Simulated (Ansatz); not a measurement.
**BF₂H₃O₄Si: one species, many methods**

The task here is to estimate one member of a computed series from the others.

Method: functionals in def2-TZVPP, the program's frozen cores in correlated methods; program: Ansatz 0.2.0, Gaussian basis.

The runs, in order: LDA (SPW92), PBE-D4, revPBE-D4, BLYP-D4, r2SCAN-D4, B97M-V, PBE0-D4, B3LYP-D4, r2SCANh-D4, r2SCAN0-D4, HSE06-D4, BHLYP-D4, CAM-B3LYP-D4, LC-ωPBE, ωB97X-V, ωB97M-V, B2PLYP, PBE-QIDH; CCSD(T)/def2-SVP; MP2/def2-TZVPP; MP2/def2-QZVPP; RPA on PBE.

## The relaxed structure

The geometry comes from an earlier relaxation with PBE0-D4 in a triple-zeta def2 set; it is a stationary point, not always the lowest conformer.

SMILES `O[Si](O)(O)OB(F)F`, 11 atoms, charge 0, spin multiplicity 1.

Atoms are counted from 1 here; the program's logs count them from 0.

Bond lengths: O1–Si2 1.619 Å, O1–H9 0.957 Å, Si2–O3 1.621 Å, Si2–O4 1.630 Å, Si2–O5 1.647 Å, O3–H10 0.959 Å, O4–H11 0.958 Å, O5–B6 1.336 Å, B6–F7 1.333 Å, B6–F8 1.318 Å. Angles: Si2–O1–H9 117.9°, O1–Si2–O3 104.2°, O1–Si2–O4 113.9°, O1–Si2–O5 109.8°, O3–Si2–O4 114.0°, O3–Si2–O5 112.3°, O4–Si2–O5 102.9°, Si2–O3–H10 117.4°, Si2–O4–H11 117.4°, Si2–O5–B6 133.5°, O5–B6–F7 121.7°, O5–B6–F8 121.1°, F7–B6–F8 117.2°.

The first run:

Contents of in.yaml:

```yaml
crystal:
  periodic: [false, false, false]
  atoms:
    - {symbol: O, position_ang: [1.089029, -1.930216, 0.043075]}
    - {symbol: Si, position_ang: [0.223997, -0.598022, 0.354197]}
    - {symbol: O, position_ang: [1.192603, 0.292333, 1.301601]}
    - {symbol: O, position_ang: [-1.241950, -0.897823, 1.000348]}
    - {symbol: O, position_ang: [-0.146763, 0.167592, -1.055812]}
    - {symbol: B, position_ang: [-0.385738, 1.442948, -1.375689]}
    - {symbol: F, position_ang: [-0.305756, 2.418051, -0.471062]}
    - {symbol: F, position_ang: [-0.704244, 1.787192, -2.607387]}
    - {symbol: H, position_ang: [0.700312, -2.594000, -0.527070]}
    - {symbol: H, position_ang: [0.910757, 1.185967, 1.503760]}
    - {symbol: H, position_ang: [-1.266949, -1.331122, 1.854641]}
basis:
  gaussian: {orbitals: def2-TZVPP}
hamiltonian: {xc: lda}
output: {orbitals: {seedname: orbitals}}
```

Launch:

```bash
$ ansatz run in.yaml --threads 4 --pin off --events-out ev --progress --plain --max-ram 11315MiB
```

Steps of the session up to this table: LDA; PBE-D4 (GGA); revPBE-D4 (GGA); BLYP-D4 (GGA); r2SCAN-D4 (meta-GGA); B97M-V (meta-GGA); PBE0-D4 (hybrid); B3LYP-D4 (hybrid); r2SCANh-D4 (hybrid); r2SCAN0-D4 (hybrid); HSE06-D4 (hybrid); BHLYP-D4 (hybrid); CAM-B3LYP-D4 (range-separated); LC-ωPBE (range-separated); ωB97X-V (range-separated); ωB97M-V (range-separated); B2PLYP (double hybrid); PBE-QIDH (double hybrid).

One table of the session follows, with a row left open; its other results are not shown here.

It belongs to the step «Orbital energies across the functionals». 

```
  functional  HOMO (eV)  gap (eV)
 LDA (SPW92)      -7.82      6.83
      PBE-D4      -7.59      6.80
   revPBE-D4      -7.51      6.81
     BLYP-D4      -7.50      6.66
   r2SCAN-D4      -8.01      7.86
      B97M-V      -8.09      7.54
     PBE0-D4          ?         ?
    B3LYP-D4      -9.10      8.79
  r2SCANh-D4      -8.68      8.79
  r2SCAN0-D4      -9.68     10.16
    HSE06-D4      -8.97      8.67
    BHLYP-D4     -11.12     11.79
CAM-B3LYP-D4     -10.91     11.70
     LC-ωPBE     -12.28     14.44
     ωB97X-V     -11.92     13.84
     ωB97M-V     -11.85     13.31
```

**Question.** Estimate the row for PBE0-D4.

As computed: HOMO (eV): -9.38; gap (eV): 9.45. In the column «HOMO (eV)» it lies between r2SCAN0-D4 (-9.68) and B3LYP-D4 (-9.10).
